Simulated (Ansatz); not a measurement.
# Ge5As: the cost of one run

Program: Ansatz 0.2.0. Level of theory: DFT PBE, scalar-relativistic, plane waves, PAW. These are calculated values, not measurements.

### 1 Starting point

Symmetry: F-43m, No. 216, cubic system. The conventional cell has a = 7.905 Å, b = 7.905 Å, c = 7.905 Å, α = 90.00°, β = 90.00°, γ = 90.00°. Ge (site symmetry 3m) is surrounded by 9 Ge at 2.77 to 3.27 Å and 3 As at 3.28 Å. Ge (site symmetry -43m) is surrounded by 12 Ge at 3.27 Å and 4 As at 3.42 Å. As (site symmetry -43m) has 16 Ge at 3.28 to 3.42 Å as nearest neighbours.

Structure file:

```cif
data_structure
_symmetry_space_group_name_H-M 'P 1'
_symmetry_Int_Tables_number 1
_cell_length_a 5.5898
_cell_length_b 5.5898
_cell_length_c 5.5898
_cell_angle_alpha 60.000
_cell_angle_beta 60.000
_cell_angle_gamma 60.000
_cell_volume 123.50
loop_
_atom_site_label
_atom_site_type_symbol
_atom_site_fract_x
_atom_site_fract_y
_atom_site_fract_z
_atom_site_occupancy
Ge1 Ge 0.37197 0.87601 0.87601 1
Ge2 Ge 0.87601 0.87601 0.87601 1
Ge3 Ge 0.25000 0.25000 0.25000 1
Ge4 Ge 0.87601 0.87601 0.37197 1
Ge5 Ge 0.87601 0.37197 0.87601 1
As1 As 0.50000 0.50000 0.50000 1
```

A structure generator made this guess: species swapped into a database cell of HfNi5 (F-43m, No. 216), with As on the Hf sites and Ge on the Ni sites. The dimensions are guesses.

### 2 The guess as it stands, on a coarse mesh

input.yaml reads:

```yaml
crystal:
  lattice:
    - [0.0, 3.9526055, 3.9526055]
    - [3.9526055, 0.0, 3.9526055]
    - [3.9526055, 3.9526055, 0.0]
  atoms:
    - { symbol: Ge, position: [0.37197143, 0.87600952, 0.87600952] }
    - { symbol: Ge, position: [0.87600952, 0.87600952, 0.87600952] }
    - { symbol: Ge, position: [0.25, 0.25, 0.25] }
    - { symbol: Ge, position: [0.87600952, 0.87600952, 0.37197143] }
    - { symbol: Ge, position: [0.87600952, 0.37197143, 0.87600952] }
    - { symbol: As, position: [0.5, 0.5, 0.5] }
basis:
  ecutwfc: 420
kpoints:
  mp_grid: { grid: [4, 4, 4] }
hamiltonian:
  xc: pbe
scf:
  occupations: { method: gaussian, width: 0.1 }
  lower_state_search: "off"
output:
  forces: true
  stress: true
  eigenvalues: true
```

Run with:

```sh
$ ansatz run input.yaml --threads 1 --pin off --max-ram 2560MiB --backend cpu --events-out ev --progress --plain --runs-dir out
```

**Question.** How long does this run take on 1 thread of Intel Xeon Platinum 8488C (Sapphire Rapids), shared host, and how much memory does it need?

About 3.9 s, with a peak of 0.41 GiB.
